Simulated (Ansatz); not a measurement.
## CH₄BSbZn, SMILES [ZnH][CH]1[BH][SbH]1: an atomisation energy, step by step

With Ansatz 0.2.0 through its Python package.

The script reads `ch4bsbzn.xyz`:
```text
8

Zn   -1.52110   -1.38930    1.27870
C    -0.48700    0.17510   -0.02370
B     0.46240    1.32830   -0.53410
Sb    0.59020   -0.79880   -1.51100
H    -0.13760   -0.91350    1.94060
H    -1.51690    0.43390   -0.34800
H     0.90620    2.44460   -0.46740
H     1.79590   -1.33750   -0.39090
```

Run as a notebook:

**Cell 1**
```python
from collections import Counter

import ansatz as az
```

**Cell 2**
```python
BASIS_SET = "def2-SVPD"
FUNCTIONAL = "pbe"
```

**Cell 3**
```python
def single_point(molecule, charge=0, unpaired=0):
    calc = (
        molecule.calculation()
        .basis(gaussian=BASIS_SET)
        .functional(FUNCTIONAL)
    )
    if charge:
        calc = calc.charge(charge)
    if unpaired:
        calc = calc.spin("collinear", total=unpaired)
    return calc.run().report["free_energy_ev"]
```

**Cell 4**
```python
ch4bsbzn = az.Crystal.molecule_from_extxyz("ch4bsbzn.xyz")
```

**Cell 5**
```python
# unpaired electrons of the ground-state atoms
unpaired = {"Zn": 0, "C": 2, "B": 1, "Sb": 3, "H": 1}
counts = Counter(site.symbol for site in ch4bsbzn.cartesian_sites)
atom_energy = {s: single_point(az.Crystal.molecule().atom(s, (0, 0, 0)), 0, unpaired[s]) for s in counts}
whole = single_point(ch4bsbzn, 0, 0)
for s, e in atom_energy.items():
    print(f"{s:2s} x{counts[s]}  {e:14.5f} eV")
print(f"CH4BSbZn: {whole:.5f} eV")
split = sum(counts[s] * e for s, e in atom_energy.items()) - whole
print(f"atomisation energy (no zero-point term): {split:.3f} eV, {split / sum(counts.values()):.3f} eV an atom")
```
Output:
```text
Zn x1    -48405.08949 eV
C  x1     -1027.28940 eV
B  x1      -668.91551 eV
Sb x1     -6536.23552 eV
H  x4       -13.56840 eV
CH4BSbZn: -56712.33307 eV
atomisation energy (no zero-point term): 20.530 eV, 2.566 eV an atom
```

20.530 eV from the electronic energies, without the zero-point term.

Total energies depend on the basis set; only differences at equal settings carry meaning. The geometry is a force-field or estimated start, not a minimum of this method, and the basis set is short of its limit. All parts are taken at fixed geometry, without zero-point energy. def2 sets replace the cores of elements past krypton by effective core potentials. This functional overbinds, so such energies come out a few per cent too high (LDA far more). The spin-orbit lowering of heavy atoms is left out. Run time: 12 s on 1 thread of Arm Neoverse V2 (shared host), peak memory 0.24 GiB.
